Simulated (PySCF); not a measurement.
# C9H8O2: the cost of one run

Programs: PySCF 2.14.0, with routines of our own; each step states its level. All values are computed. Atoms count from 0.

## (1) The starting structure

19 atoms, charge 0, multiplicity 1; geometry from: GFN2-xTB.

## (2) Relaxing the molecule at PBE0-D3(BJ)/def2-SVP

The job: settings as JSON, then the geometry in Å.

```
{"job": {"xc": "PBE0", "basis": "def2-SVP", "d3": "d3bj", "grid": 2, "kind": "geom"}, "charge": 0, "multiplicity": 1}
C     -2.309621    -0.679823    -0.417745
C     -1.076389     0.102296    -0.092217
C     -1.147889     1.446734     0.254834
C     -0.012141     2.182953     0.560231
C      1.230518     1.584215     0.522241
C      1.327009     0.236876     0.179585
C      2.594941    -0.477605     0.105503
O      2.672448    -1.639016    -0.218886
C      0.178198    -0.506820    -0.122362
C      0.326451    -1.957313    -0.444607
O      0.139288    -2.454113    -1.520697
H     -2.196863    -1.177257    -1.379048
H     -2.477945    -1.451866     0.332946
H     -3.181454    -0.031611    -0.452789
H     -2.114674     1.928332     0.283541
H     -0.104439     3.226102     0.822090
H      2.124769     2.144961     0.749132
H      3.492155     0.107438     0.375254
H      0.525835    -2.575233     0.455533
```

On the command line:

```console
$ OMP_NUM_THREADS=1 python excited_run.py task.json out
```

The driver reads the jobs from task.json and runs them one after another.

**Question.** How long does this first job take on 1 thread of AMD EPYC 9R45, shared host, and how much memory does it need?

About 4.3 min, with a peak of 0.95 GiB.
